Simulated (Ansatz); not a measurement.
GaGe3 under changes of volume

One of the cells (19.580 Å³/atom); the others are scaled copies at fixed shape and fractional positions:

```xyz
4
Lattice="4.2785 0.0000 0.0000 0.0000 4.2785 0.0000 0.0000 0.0000 4.2785" Properties=species:S:1:pos:R:3 pbc="T T T"
Ge    2.1392    2.1392    0.0000
Ge    2.1392    0.0000    2.1392
Ge    0.0000    2.1392    2.1392
Ga    0.0000    0.0000    0.0000
```

The cell comes from a database or a generator and needn't be the stable form of this composition.

```yaml
Program: Ansatz 0.2.0
Functional: PBE
Potentials_or_basis: Ansatz PAW
Cutoff: "420 eV (not typed: the program's choice for these potentials)"
k_mesh: 6 × 6 × 6
Occupations: fermi-dirac, width 0.05 eV
Spin: no spin polarisation
```

```csv
volume (Å³/atom),energy over the lowest point (meV/atom),pressure (GPa)
18.405,13.50,3.9
18.796,5.68,2.4
19.188,1.32,1.1
19.580,0.00,-0.1
19.971,?,?
20.363,5.28,-2.1
20.754,11.34,-2.9
```

Question: What does the run at 19.971 Å³/atom give?

Answer: Energy over the lowest point 1.40 meV/atom; pressure -1.1 GPa.

Worked out: A Birch-Murnaghan fit of order 3 (a polynomial in V^(-2/3)) to the other rows has its minimum at 19.56 Å³/atom with B0 = V·E''(V) = 56 GPa and B' = 4.6. It gives 1.42 meV/atom at 19.971 Å³/atom, against the run's 1.40, and -dE/dV = -1.1 GPa, against -1.1.

Energies are extrapolated to zero smearing.
